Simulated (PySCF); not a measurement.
# Ge2 (triplet): basis, grid and Hamiltonian

Aim: see how much the energy and properties of Ge2 (triplet) depend on the numerical set-up.

Computed with PySCF 2.14.0. Level: each script names its method and basis.

3 further runs of the same task are left out: 3 that didn't finish.

## Step 1: Starting geometry

Ge2 (triplet): 2 atoms, charge 0, spin multiplicity 3.

Bond lengths: Ge1–Ge2 2.204 Å.

## Step 2: The base run

input.py reads:

```python
from pyscf import gto, dft
from pyscf.prop.polarizability import uhf as pol

mol = gto.M(
    atom='Ge 0 0 0; Ge 0 0 2.204',
    basis='ano-rcc-vdzp',
    charge=0,
    spin=2,
    verbose=4,
)
mf = dft.UKS(mol, xc='pbesol')
mf = mf.sfx2c1e()
mf.kernel()
print('polarizability (a.u.)')
print(pol.Polarizability(mf).polarizability().round(4))
mf.dip_moment()
print('orbital energies (hartree):', [e[max(0, n-3):n+3].round(4) for e, n in zip(mf.mo_energy, mol.nelec)])
```

Run with:

```sh
> python input.py
```

Its log is not repeated here.

It gives: E(SCF) = -4193.846038 Eh, 7 cycles, ⟨S²⟩ = 2.001, μ = 0.00 D, α(xx, yy, zz) = 36.2, 63.2, 93.4 bohr³.

The bond length is a typed value, not an optimised one. The triplet is typed in the script; nothing here shows that it is the ground state.

## Step 3: Lanl2dz (core potential on, X2C off)

Run 1 changes basis set: ano-rcc-vdzp → lanl2dz; core potential: off → on; spin-free X2C: on → off. The core potential changes with it: totals don't compare.

input.py reads:

```python
from pyscf import gto, dft
from pyscf.prop.polarizability import uhf as pol

mol = gto.M(
    atom='Ge 0 0 0; Ge 0 0 2.204',
    basis='lanl2dz',
    ecp={'Ge': 'lanl2dz'},
    charge=0,
    spin=2,
    verbose=4,
)
mf = dft.UKS(mol, xc='pbesol')
mf.kernel()
print('polarizability (a.u.)')
print(pol.Polarizability(mf).polarizability().round(4))
mf.dip_moment()
print('orbital energies (hartree):', [e[max(0, n-3):n+3].round(4) for e, n in zip(mf.mo_energy, mol.nelec)])
```

Run with:

```sh
> python input.py
```

## Step 4: Integration grid 1

Run 2 changes integration grid: default → 1.

input.py, as its differences from that of step 2:

```diff
@@ -12,2 +12,3 @@
 mf = mf.sfx2c1e()
+mf.grids.level = 1
 mf.kernel()
```

**Question.** What will these runs give? Wanted: for each run, E(SCF); from base; gap, α spin.

The runs gave:

| run | E(SCF) (hartree) | from base (eV) | cycles | gap, α spin (eV) | functions |
| --- | --- | --- | --- | --- | --- |
| base | -4193.846038 | 0 | 7 | 2.47 | 54 |
| lanl2dz (core potential on, X2C off) | -7.430940 | not comparable | 6 | 2.44 | 16 |
| integration grid 1 | -4193.845797 | +0.0066 | 7 | 2.47 | 54 |

Total energies from different bases, Hamiltonians or methods carry different errors, so properties are taken as differences within one set-up.
